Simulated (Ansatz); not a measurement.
# NbRu: strong compression

One table from this session's results is given with a row withheld; the runs are named, their logs left out.

Program: Ansatz 0.2.0. Level of theory: DFT PBEsol, with the methods named in each step. These are calculated values, not measurements.

## Starting point

Symmetry: Pm-3m, No. 221, cubic system. The conventional cell has a = 3.186 Å, b = 3.186 Å, c = 3.186 Å, α = 90.00°, β = 90.00°, γ = 90.00°. Around Nb (site symmetry m-3m) lie 8 Ru at 2.76 Å. Ru (site symmetry m-3m) is surrounded by 8 Nb at 2.76 Å.

Coordinates:

```
Nb Ru
1.0
     3.18649    0.00000    0.00000
     0.00000    3.18649    0.00000
     0.00000    0.00000    3.18649
Nb Ru
1 1
Direct
  0.00000 0.00000 0.00000
  0.50000 0.50000 0.50000
```

Whether this phase is the stable one at these pressures isn't tested.

Atoms are numbered in the order of the input: Nb1, Ru2.

The first run:

input.yaml

```yaml
crystal:
  lattice:
    - [3.186488, 0.0, 0.0]
    - [0.0, 3.186488, 0.0]
    - [0.0, 0.0, 3.186488]
  atoms:
    - { symbol: Nb, position: [0.0, 0.0, 0.0] }
    - { symbol: Ru, position: [0.5, 0.5, 0.5] }
kpoints:
  mp_grid: { grid: [11, 11, 11] }
  band_path:
    path:
      - [0.0, 0.0, 0.0]
      - [0.0, 0.5, 0.0]
      - [0.5, 0.5, 0.0]
      - [0.0, 0.0, 0.0]
      - [0.5, 0.5, 0.5]
      - [0.0, 0.5, 0.0]
      - [0.5, 0.5, 0.5]
      - [0.5, 0.5, 0.0]
    npoints: 14
scf:
  occupations: { method: fermi_dirac, width: 0.05 }
hamiltonian:
  xc: pbesol
  pseudopotentials: { kind: all_electron, lapw: { basis_error: 0.001 } }
output:
  forces: true
  stress: true
  eigenvalues: true
  populations: true
```

Run with:

```
ansatz run input.yaml --threads 1 --pin off --max-ram 2048MiB --backend cpu --events-out ev --progress --plain --runs-dir out
```

Among the steps run: The reference volume, LAPW; Volume scaled by 1, crystal datasets; Volume scaled by 0.85, LAPW; Volume scaled by 0.8, LAPW; Volume scaled by 0.55, LAPW; Volume scaled by 0.55, norm-conserving.

One of the session's tables, all rows but one given; the rest of the session is left out.

| method | volume over the first | volume (Å³/atom) | pressure (GPa) |
| --- | --- | --- | --- |
| LAPW | 1 | 16.177 | -10.35 |
| LAPW | 0.85 | 13.751 | 38.36 |
| LAPW | 0.8 | 12.942 | 65.88 |
| LAPW | 0.55 | 8.898 | 435.84 |
| PAW | 1 | 16.177 | -10.32 |
| PAW | 0.85 | 13.751 | 38.38 |
| PAW | 0.8 | 12.942 | 65.90 |
| PAW | 0.55 | 8.898 | 435.38 |
| crystal datasets | 1 | 16.177 | -10.35 |
| norm-conserving | 0.55 | ? | ? |

Estimate the missing values for norm-conserving, 0.55.

As computed: volume (Å³/atom): 8.898; pressure (GPa): 439.49.

Caveats from the session: Rows by PAW come from runs of the same series that aren't printed here. A fit over so wide a range leans to the high pressures, so B₀ can be off by several per cent. Warnings in the runs' records: gradients without spin orbit, stress scf threshold loose, crystal datasets made.
